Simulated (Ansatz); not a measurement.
# FHOSn: taking an electron away

Aim: the vertical ionisation energy of FHOSn, as cation minus neutral at the neutral's geometry, on several levels, and how well −ε(HOMO) stands in for it.

Method: unrestricted cation, the program's frozen cores in correlated methods; program: Ansatz 0.2.0, Gaussian basis.

Plan: UKS PBE-D4/def2-TZVPP; UKS r2SCAN-D4/def2-TZVPP; UKS PBE0-D4/def2-TZVPP; UKS B3LYP-D4/def2-TZVPP; UKS wB97X-V/def2-TZVPP; UKS wB97M-V/def2-TZVPP; UKS B2PLYP/def2-TZVPP; UHF-CCSD(T)/def2-TZVPP; UHF-MP2/def2-QZVPP; extrapolation to the limit; then −ε(HOMO) from the neutral's earlier runs with LDA (SPW92), PBE-D4, revPBE-D4, BLYP-D4, r2SCAN-D4, B97M-V, PBE0-D4, B3LYP-D4, r2SCANh-D4, r2SCAN0-D4, HSE06-D4, BHLYP-D4, CAM-B3LYP-D4, LC-ωPBE, ωB97X-V, ωB97M-V.

## Step 1: Structure used throughout

The geometry comes from an earlier relaxation with PBE0-D4 in a triple-zeta def2 set; it is a stationary point. Sn takes the def2 core potential; no spin-orbit term is included.

SMILES `[OH][Sn][F]`, 4 atoms, charge 0, spin multiplicity 1.

Atoms are counted from 1 here; the program's logs count them from 0.

Bond lengths: O1–Sn2 1.969 Å, O1–H4 0.961 Å, Sn2–F3 1.934 Å. Angles: Sn2–O1–H4 116.2°, O1–Sn2–F3 93.3°.

## Step 2: Cation, UKS PBE-D4/def2-TZVPP

in.yaml

```yaml
crystal:
  periodic: [false, false, false]
  atoms:
    - {symbol: O, position_ang: [-0.384643, 0.729550, -0.429696]}
    - {symbol: Sn, position_ang: [-0.047055, -1.058613, 0.323495]}
    - {symbol: F, position_ang: [1.729281, -0.591525, 0.929247]}
    - {symbol: H, position_ang: [-1.242083, 0.860290, -0.843247]}
basis:
  gaussian: {orbitals: def2-TZVPP}
total_charge: 1
magnetization: {spin_polarized: true, initial_magnetization: 1}
hamiltonian: {xc: pbe, dispersion: d4}
```

On the command line:

```console
> ansatz run in.yaml --threads 4 --pin off --events-out ev --progress --plain --max-ram 10444MiB
```

The log of the run:

```text
Functional definition: PBE
  name "PBE"
  cite "Perdew, Burke & Ernzerhof, Phys. Rev. Lett. 77, 3865 (1996) doi:10.1103/PhysRevLett.77.3865"
  parent pbe
  parameter kappa = 0.804
  parameter beta = 0.06672455060314922
  exchange = pbe_x(kappa = kappa, mu = beta*pi^2/3)
  correlation = pbe_c(beta = beta)
754 factors; their error is unknown
mean field evaluation 1: about -10568.3565 eV, gradient 9.9e1 eV
mean field evaluation 2: about -10169.0595 eV, gradient 2.6e2 eV
mean field evaluation 4: about -10556.1229 eV, gradient 1.1e2 eV
mean field evaluation 8: about -10601.2941 eV, gradient 6.0e-1 eV
mean field evaluation 16: about -10601.2942 eV, gradient 4.6e-4 eV
mean field evaluation 32: about -10600.8882 eV, gradient 9.6e0 eV
mean field -10601.29423859 eV, -389.5903774528 hartree, gradient 5.8e-5 eV, S^2 0.753649; 5 other end points of the search recorded, 0 dependent functions left out
reference -10601.29427094 eV, -389.5903786416 hartree; 20, 19 occupied and 106, 107 virtual orbitals, 754 factors
Total energy: -10601.34656441 eV, -389.5923003914 hartree
```

Run time: 1.9 s. Hardware: 4 threads of Arm Neoverse V2, shared host.

Less the neutral's -10611.3283 eV (earlier run), this gives 9.982 eV. ⟨S²⟩ = 0.754.

## Step 3: Cation, UKS r2SCAN-D4/def2-TZVPP

Changes to in.yaml since step 2:

```diff
@@ -11,2 +11,2 @@
 magnetization: {spin_polarized: true, initial_magnetization: 1}
-hamiltonian: {xc: pbe, dispersion: d4}
+hamiltonian: {xc: r2scan, dispersion: d4}
```

Same command.

The log of the run, cut to the lines that bear on the results:

```text
Functional definition: r2SCAN
  name "r2SCAN"
  cite "Furness, Kaplan, Ning, Perdew & Sun, J. Phys. Chem. Lett. 11, 8208 (2020) doi:10.1021/acs.jpclett.0c02405"
  cite "Furness, Kaplan, Ning, Perdew & Sun, J. Phys. Chem. Lett. 11, 9248 (2020) doi:10.1021/acs.jpclett.0c03077"
  parent r2scan
[...]
754 factors; their error is unknown
[...]
mean field -10605.90511105 eV, -389.7598238903 hartree, gradient 5.9e-5 eV, S^2 0.760562; 3 other end points of the search recorded, 0 dependent functions left out
reference -10605.90512109 eV, -389.7598242594 hartree; 20, 19 occupied and 106, 107 virtual orbitals, 754 factors
Total energy: -10605.91595915 eV, -389.7602225507 hartree
```

It took 3.1 s on 4 threads of Arm Neoverse V2, shared host.

Less the neutral's -10615.9939 eV (earlier run), this gives 10.078 eV. ⟨S²⟩ = 0.761.

## Step 4: Cation, UKS PBE0-D4/def2-TZVPP

Changes to in.yaml since step 3:

```diff
@@ -11,2 +11,2 @@
 magnetization: {spin_polarized: true, initial_magnetization: 1}
-hamiltonian: {xc: r2scan, dispersion: d4}
+hamiltonian: {xc: pbe0, dispersion: d4}
```

Launched as before.

The log of the run:

```text
Functional definition: PBE0
  name "PBE0"
  cite "Adamo & Barone, J. Chem. Phys. 110, 6158 (1999) doi:10.1063/1.478522"
  cite "Perdew, Burke & Ernzerhof, Phys. Rev. Lett. 77, 3865 (1996) doi:10.1103/PhysRevLett.77.3865"
  parent pbe
  parameter a = 0.25
  parameter kappa = 0.804
  parameter beta = 0.06672455060314922
  exchange = (1 - a)*pbe_x(kappa = kappa, mu = beta*pi^2/3) + a*exact_x
  correlation = pbe_c(beta = beta)
827 factors; their error is unknown
mean field evaluation 1: about -10575.4291 eV, gradient 8.7e1 eV
mean field evaluation 2: about -10372.1492 eV, gradient 2.1e2 eV
mean field evaluation 4: about -10600.6112 eV, gradient 9.4e0 eV
mean field evaluation 8: about -10600.9347 eV, gradient 3.4e-1 eV
mean field evaluation 16: about -10601.0368 eV, gradient 1.4e-3 eV
mean field -10601.03677589 eV, -389.5809158730 hartree, gradient 5.5e-5 eV, S^2 0.763341; 2 other end points of the search recorded, 0 dependent functions left out
reference -10601.03679830 eV, -389.5809166966 hartree; 20, 19 occupied and 106, 107 virtual orbitals, 827 factors
Total energy: -10601.08027066 eV, -389.5825142765 hartree
```

Run time: 1.7 s. Hardware: 4 threads of Arm Neoverse V2, shared host; peak memory 0.25 GiB.

The neutral molecule at this level: -10611.2292 eV. Difference: 10.149 eV. ⟨S²⟩ = 0.763.

## Step 5: Cation, UKS B3LYP-D4/def2-TZVPP

Changes to in.yaml since step 4:

```diff
@@ -11,2 +11,2 @@
 magnetization: {spin_polarized: true, initial_magnetization: 1}
-hamiltonian: {xc: pbe0, dispersion: d4}
+hamiltonian: {xc: {name: B3LYP}, dispersion: d4}
```

Same command.

The log of the run, cut to the lines that bear on the results:

```text
Functional definition: B3LYP
  name "B3LYP"
  cite "Stephens, Devlin, Chabalowski & Frisch, J. Phys. Chem. 98, 11623 (1994) doi:10.1021/j100096a001"
  cite "Becke, Phys. Rev. A 38, 3098 (1988) doi:10.1103/PhysRevA.38.3098"
  cite "Lee, Yang & Parr, Phys. Rev. B 37, 785 (1988) doi:10.1103/PhysRevB.37.785"
  cite "Vosko, Wilk & Nusair, Can. J. Phys. 58, 1200 (1980) doi:10.1139/p80-159"
[...]
798 factors; their error is unknown
[...]
mean field -10607.72573831 eV, -389.8267307083 hartree, gradient 1.8e-5 eV, S^2 0.760225; 2 other end points of the search recorded, 0 dependent functions left out
reference -10607.72592701 eV, -389.8267376428 hartree; 20, 19 occupied and 106, 107 virtual orbitals, 798 factors
Total energy: -10607.81260668 eV, -389.8299230618 hartree
```

It took 1.6 s on 4 threads of Arm Neoverse V2, shared host.

The neutral molecule at this level: -10618.0684 eV. Difference: 10.256 eV. ⟨S²⟩ = 0.760.

## Step 6: Cation, UKS wB97X-V/def2-TZVPP

Changes to in.yaml since step 5:

```diff
@@ -11,2 +11,2 @@
 magnetization: {spin_polarized: true, initial_magnetization: 1}
-hamiltonian: {xc: {name: B3LYP}, dispersion: d4}
+hamiltonian: {xc: {name: wB97X-V}}
```

Launched as before.

The log of the run, cut to the lines that bear on the results:

```text
Functional definition: wB97X-V
  name "wB97X-V"
  cite "Mardirossian & Head-Gordon, Phys. Chem. Chem. Phys. 16, 9904 (2014) doi:10.1039/C3CP54374A"
  cite "Becke, J. Chem. Phys. 107, 8554 (1997) doi:10.1063/1.475007"
  cite "Vydrov & Van Voorhis, J. Chem. Phys. 133, 244103 (2010) doi:10.1063/1.3521275"
[...]
      + integral(e_c_pw_opposite_spin*poly(b97_u_opposite, cos0, cos1)) + vv10(b, c)
798 factors; their error is unknown
162 factors; integrals over basis functions are off by at most 1.6e-5 eV
[...]
mean field -10603.33220094 eV, -389.6652711878 hartree, gradient 4.1e-5 eV, S^2 0.767378; 2 other end points of the search recorded, 0 dependent functions left out
reference -10603.33219962 eV, -389.6652711394 hartree; 20, 19 occupied and 106, 107 virtual orbitals, 798 factors
Total energy: -10603.33219962 eV, -389.6652711394 hartree
```

It took 5.5 s on 4 threads of Arm Neoverse V2, shared host; peak memory 0.36 GiB.

Less the neutral's -10613.6047 eV (earlier run), this gives 10.273 eV. ⟨S²⟩ = 0.767.

## Step 7: Cation, UKS wB97M-V/def2-TZVPP

Changes to in.yaml since step 6:

```diff
@@ -11,2 +11,2 @@
 magnetization: {spin_polarized: true, initial_magnetization: 1}
-hamiltonian: {xc: {name: wB97X-V}}
+hamiltonian: {xc: {name: wB97M-V}}
```

The command is unchanged.

The log of the run, cut to the lines that bear on the results:

```text
Functional definition: wB97M-V
  name "wB97M-V"
  cite "Mardirossian & Head-Gordon, J. Chem. Phys. 144, 214110 (2016) doi:10.1063/1.4952647"
  cite "Becke, J. Chem. Phys. 107, 8554 (1997) doi:10.1063/1.475007"
  cite "Vydrov & Van Voorhis, J. Chem. Phys. 133, 244103 (2010) doi:10.1063/1.3521275"
  # Of w^i u^j: cxij and so on, Table III.
[...]
  gx(w, u) = 1 - cx + cx01*u + cx10*w
  gss(w, u) = css00 + css04*u^4 + css10*w + css20*w^2 + css43*w^4*u^3
  gos(w, u) = cos00 + cos10*w + (cos20 + cos21*u)*w^2 + (cos60 + cos61*u)*w^6
[...]
      + integral(e_c_pw_mod_opposite_spin*gos(b97_w_opposite, b97_u_opposite)) + vv10(b, c)
798 factors; their error is unknown
162 factors; integrals over basis functions are off by at most 1.6e-5 eV
[...]
mean field -10603.09044777 eV, -389.6563869227 hartree, gradient 4.5e-5 eV, S^2 0.766363; 2 other end points of the search recorded, 0 dependent functions left out
reference -10603.09048474 eV, -389.6563882815 hartree; 20, 19 occupied and 106, 107 virtual orbitals, 798 factors
Total energy: -10603.09048474 eV, -389.6563882815 hartree
```

Wall time 6.5 s (4 threads of Arm Neoverse V2, shared host); peak memory 0.4 GiB.

Less the neutral's -10613.3620 eV (earlier run), this gives 10.272 eV. ⟨S²⟩ = 0.766.

## Step 8: Cation, UKS B2PLYP (frozen core)/def2-TZVPP

Changes to in.yaml since step 7:

```diff
@@ -11,2 +11,2 @@
 magnetization: {spin_polarized: true, initial_magnetization: 1}
-hamiltonian: {xc: {name: wB97M-V}}
+hamiltonian: {xc: {name: B2PLYP}}
```

Same command.

The log of the run, cut to the lines that bear on the results:

```text
Functional definition: B2PLYP
  name "B2PLYP"
  cite "Grimme, J. Chem. Phys. 124, 034108 (2006) doi:10.1063/1.2148954"
  cite "Becke, Phys. Rev. A 38, 3098 (1988) doi:10.1103/PhysRevA.38.3098"
  cite "Lee, Yang & Parr, Phys. Rev. B 37, 785 (1988) doi:10.1103/PhysRevB.37.785"
[...]
968 factors; integrals over basis functions are off by at most 5.3e-4 eV
[...]
mean field -10590.53322645 eV, -389.1949175507 hartree, gradient 8.4e-6 eV, S^2 0.781560; 4 other end points of the search recorded, 0 dependent functions left out
6 core orbitals not correlated: weight in the atoms' cores, before any rotation towards them, 1.000 or more for the frozen orbitals, at most 0.000 for the correlated occupied ones
reference -10590.53334273 eV, -389.1949218241 hartree; 14, 13 occupied and 106, 107 virtual orbitals, 968 factors
second order -25.21110108 eV of doubles, -0.00000000 eV of singles
Total energy: -10597.34034002 eV, -389.4450743606 hartree
```

It took 3.8 s on 4 threads of Arm Neoverse V2, shared host; peak memory 0.41 GiB.

The neutral molecule at this level: -10607.6166 eV. Difference: 10.276 eV. ⟨S²⟩ = 0.782.

## Step 9: Cation, UHF-CCSD(T)/def2-TZVPP

Changes to in.yaml since step 8:

```diff
@@ -11,2 +11,3 @@
 magnetization: {spin_polarized: true, initial_magnetization: 1}
-hamiltonian: {xc: {name: B2PLYP}}
+correlation: {method: ccsd_t}
+scf: {omitted_lower_state_checks: [cluster_reference]}
```

The command is unchanged.

The log of the run, cut to the lines that bear on the results:

```text
Functional definition: HF
  name "HF"
  cite "Fock, Z. Phys. 61, 126 (1930) doi:10.1007/BF01340294"
  parent pbe
[...]
968 factors; integrals over basis functions are off by at most 5.3e-4 eV
[...]
mean field -10559.13184569 eV, -388.0409380924 hartree, gradient 7.9e-6 eV, S^2 0.835578; 9 other end points of the search recorded, 0 dependent functions left out
6 core orbitals not correlated: weight in the atoms' cores, before any rotation towards them, 1.000 or more for the frozen orbitals, at most 0.000 for the correlated occupied ones
reference -10559.13184569 eV, -388.0409380924 hartree; 14, 13 occupied and 106, 107 virtual orbitals, 968 factors
second order -20.51552265 eV of doubles, -0.00000000 eV of singles
cycle   1  -19.88380160 eV  change    6.3e-1 eV  update   1.4e-1
[...]
cycle  16  -20.68535732 eV  change   -4.7e-6 eV  update   8.4e-6
perturbative correction -0.69803477 eV, -0.0256523048 hartree
Total energy: -10580.51523778 eV, -388.8267632575 hartree
Checks for a lower state left out: cluster_reference
```

Run time: 43 s. Hardware: 4 threads of Arm Neoverse V2, shared host; peak memory 1.7 GiB.

Less the neutral's -10590.7999 eV (earlier run), this gives 10.285 eV. ⟨S²⟩ = 0.836. T1 = 0.036 (report).

## Step 10: Cation, UHF-MP2/def2-QZVPP

Changes to in.yaml since step 9:

```diff
@@ -8,6 +8,6 @@
 basis:
-  gaussian: {orbitals: def2-TZVPP}
+  gaussian: {orbitals: "def2-QZVPP.json"}
 total_charge: 1
 magnetization: {spin_polarized: true, initial_magnetization: 1}
-correlation: {method: ccsd_t}
+correlation: {method: mp2}
 scf: {omitted_lower_state_checks: [cluster_reference]}
```

Launched as before.

The log of the run, cut to the lines that bear on the results:

```text
Functional definition: HF
  name "HF"
  cite "Fock, Z. Phys. 61, 126 (1930) doi:10.1007/BF01340294"
  parent pbe
[...]
1434 factors; integrals over basis functions are off by at most 6.5e-4 eV
[...]
mean field -10559.45638641 eV, -388.0528647439 hartree, gradient 1.9e-6 eV, S^2 0.836257; 7 other end points of the search recorded, 0 dependent functions left out
6 core orbitals not correlated: weight in the atoms' cores, before any rotation towards them, 1.000 or more for the frozen orbitals, at most 0.000 for the correlated occupied ones
reference -10559.45638641 eV, -388.0528647439 hartree; 14, 13 occupied and 206, 207 virtual orbitals, 1434 factors
second order -27.42388502 eV of doubles, -0.00000000 eV of singles
Total energy: -10586.88027143 eV, -389.0606739300 hartree
Checks for a lower state left out: cluster_reference
```

Run time: 16 s. Hardware: 4 threads of Arm Neoverse V2, shared host; peak memory 0.62 GiB.

## Step 11: Extrapolating to the complete basis

No new run: Hartree-Fock is extrapolated as exp(−7.88√X) and correlation as X^−2.97, with X = 3 and 4; only MP2 was run in the larger set, so CCSD(T) minus MP2 is added from the smaller one.

```tsv
level	energy at the limit (eV)
HF	-10559.5011
MP2	-10592.0423
CCSD	-10592.2121
CCSD(T)	-10592.9101
```

This is no true limit for total energies: MP2 correlation changes by a factor of 1.34 from triple to quadruple zeta (about 1.07 in light molecules), because outer-core shells are correlated in sets not made for them. Much of that cancels between molecule and atoms or ions.

The neutral's limit, from its own earlier runs, is -10603.4257 eV in the additive form (MP2 limit plus CCSD(T) minus MP2 in triple zeta), in which the cation has -10592.9101 eV.

## Step 12: Ionisation energies side by side

Differences are taken before rounding.

```tsv
method	ionisation energy (eV)	from CCSD(T)/CBS (eV)	time
PBE-D4	9.98	-0.53	2.5 s
r2SCAN-D4	10.08	-0.44	4.5 s
PBE0-D4	10.15	-0.37	2.4 s
B3LYP-D4	10.26	-0.26	2.5 s
ωB97X-V	10.27	-0.24	7.2 s
ωB97M-V	10.27	-0.24	9.1 s
B2PLYP	10.28	-0.24	5.1 s
HF/def2-TZVPP	9.34	-1.17	
MP2/def2-TZVPP	10.72	+0.20	
CCSD/def2-TZVPP	10.28	-0.24	
CCSD(T)/def2-TZVPP	10.28	-0.23	52 s
CCSD(T)/CBS	10.52	0	2.6 min
```

Among the levels timed on like hardware and quicker than the yardstick, those that no quicker one beats, quickest first: PBE0-D4 (2.4 s, -0.37 eV); B3LYP-D4 (2.5 s, -0.26 eV); B2PLYP (5.1 s, -0.24 eV); CCSD(T)/def2-TZVPP (52 s, -0.23 eV).

Times add the cation's run and the neutral's; HF, MP2 and CCSD come out of the CCSD(T) runs.

Orbital estimates, from the neutral's runs:

```tsv
functional	−ε(HOMO) (eV)	by energy difference (eV)
LDA (SPW92)	6.88	
PBE-D4	6.62	9.98
revPBE-D4	6.53	
BLYP-D4	6.53	
r2SCAN-D4	6.93	10.08
B97M-V	6.79	
PBE0-D4	7.85	10.15
B3LYP-D4	7.69	10.26
r2SCANh-D4	7.39	
r2SCAN0-D4	8.08	
HSE06-D4	7.45	
BHLYP-D4	8.98	
CAM-B3LYP-D4	9.20	
LC-ωPBE	10.37	
ωB97X-V	10.07	10.27
ωB97M-V	10.03	10.27
```

## Step 13: Outcome

| quantity | value |
| --- | --- |
| ionisation energy, CCSD(T)/CBS | 10.52 eV |
| nearest functional by difference | B2PLYP (-0.24 eV) |
| nearest −ε(HOMO) | LC-ωPBE (-0.15 eV) |
| −ε(HOMO) of PBE | 6.62 eV |
| T1 of the cation | 0.036 |

What this shows: By cation minus neutral, the functionals miss by 0.53 eV at most. −ε(HOMO) of PBE misses by 3.9 eV, since self-interaction lifts the level. Among orbital estimates LC-ωPBE comes nearest. Hartree-Fock falls 1.17 eV short, as the neutral has more correlation energy than the cation. The cation's T1 (from the report) is 0.036, near the customary mark of 0.045 for open shells, so the coupled-cluster value is less safe. Correlated methods include outer-core shells of Sn, which these sets cover unevenly. With outer-core shells in play the reference is unsure by up to some tenths of an eV, so close misses can't be ranked.

CCSD(T)/def2-TZVPP reaches 0.23 eV from the reference in 52 s, where CCSD(T)/CBS took 2.6 min; the quickest level in the cost chart, PBE0-D4, takes 2.4 s and misses by 0.37 eV.
